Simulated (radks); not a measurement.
# Valence configurations of Ho

Aim: which of several valence configurations of Ho lies lowest at this level, and whether it is the one NIST lists ([Xe] 4f11 6s2).

Method: Dirac Kohn-Sham, PBEsol, spin-unpolarised, spherical densities, point nucleus; open shells are shared between the two j in proportion to 2j + 1. Code: radks (a radial shooting solver on a logarithmic mesh, Libxc functionals) version 1.

1 further run of the same task is left out (it didn't finish).

## (1) Starting point

* element: holmium (Z = 67)
* charge: 0
* electrons: 67
* configuration: [Xe] 4f11 6s2
* others tried: 4f11 6s1 6p1; 4f9 5d2 6s2; 4f10 6s2 6p1; 4f11 5d0.5 6s1.5; 4f8 5d2 6s2 6p1; 4f10 5d1 6s2; 4f11 5d1 6s1; 4f10 5d1.5 6s1.5

The outer shells:

Ho
```
[Xe] core
4f [↑↓][↑↓][↑↓][↑↓][↑ ][↑ ][↑ ]
6s [↑↓]
```

## (2) [Xe] 4f11 6s2

The run's settings:

```text
Z 67
configuration [Xe] 4f11 6s2
relativity Dirac
functional pbe_sol,pbe_sol
spin unpolarised
j_filling average
nucleus point
c 137.035999084
```

## (3) [Xe] 4f11 6s1 6p1

Settings, as their differences from step 2:

```diff
@@ -1,3 +1,3 @@
 Z 67
-configuration [Xe] 4f11 6s2
+configuration [Xe] 4f11 6s1 6p1
 relativity Dirac
```

## (4) [Xe] 4f9 5d2 6s2

Settings, as their differences from step 3:

```diff
@@ -1,3 +1,3 @@
 Z 67
-configuration [Xe] 4f11 6s1 6p1
+configuration [Xe] 4f9 5d2 6s2
 relativity Dirac
```

## (5) [Xe] 4f10 6s2 6p1

Settings, as their differences from step 4:

```diff
@@ -1,3 +1,3 @@
 Z 67
-configuration [Xe] 4f9 5d2 6s2
+configuration [Xe] 4f10 6s2 6p1
 relativity Dirac
```

## (6) [Xe] 4f11 5d0.5 6s1.5

Settings, as their differences from step 5:

```diff
@@ -1,3 +1,3 @@
 Z 67
-configuration [Xe] 4f10 6s2 6p1
+configuration [Xe] 4f11 5d0.5 6s1.5
 relativity Dirac
```

## (7) [Xe] 4f8 5d2 6s2 6p1

Settings, as their differences from step 6:

```diff
@@ -1,3 +1,3 @@
 Z 67
-configuration [Xe] 4f11 5d0.5 6s1.5
+configuration [Xe] 4f8 5d2 6s2 6p1
 relativity Dirac
```

## (8) [Xe] 4f10 5d1 6s2

Settings, as their differences from step 7:

```diff
@@ -1,3 +1,3 @@
 Z 67
-configuration [Xe] 4f8 5d2 6s2 6p1
+configuration [Xe] 4f10 5d1 6s2
 relativity Dirac
```

## (9) [Xe] 4f11 5d1 6s1

Settings, as their differences from step 8:

```diff
@@ -1,3 +1,3 @@
 Z 67
-configuration [Xe] 4f10 5d1 6s2
+configuration [Xe] 4f11 5d1 6s1
 relativity Dirac
```

## (10) [Xe] 4f10 5d1.5 6s1.5

Settings, as their differences from step 9:

```diff
@@ -1,3 +1,3 @@
 Z 67
-configuration [Xe] 4f11 5d1 6s1
+configuration [Xe] 4f10 5d1.5 6s1.5
 relativity Dirac
```

**Question.** What will these runs give? Wanted: for each run, valence; E − E(NIST configuration); highest level; its energy; 1s shift.

As calculated:

| valence | E − E(NIST configuration) (eV) | highest level | its energy (eV) | 1s shift (eV) |
| --- | --- | --- | --- | --- |
| 4f11 6s2 | 0.000 | 4f7/2 | -2.758 | +0.00 |
| 4f11 5d0.5 6s1.5 | 1.385 | 5d5/2 | -0.840 | +0.33 |
| 4f11 6s1 6p1 | 2.743 | 6p3/2 | -1.713 | -1.47 |
| 4f11 5d1 6s1 | 2.790 | 5d5/2 | -0.778 | +0.52 |
| 4f10 5d1 6s2 | 4.550 | 5d5/2 | -2.108 | -6.53 |
| 4f10 5d1.5 6s1.5 | 5.658 | 5d5/2 | -1.750 | -5.89 |
| 4f10 6s2 6p1 | 6.030 | 6p3/2 | -2.073 | -9.67 |
| 4f9 5d2 6s2 | 14.503 | 5d5/2 | -3.128 | -13.82 |
| 4f8 5d2 6s2 6p1 | 34.275 | 6p3/2 | -2.201 | -25.50 |

What this shows: The NIST configuration is the lowest of those tried, 1.385 eV under 4f11 5d0.5 6s1.5. The energies are those of spherical spin-averaged densities, not of single terms. The 1s eigenvalue shifts by up to 25.50 eV as the valence charge is rearranged.
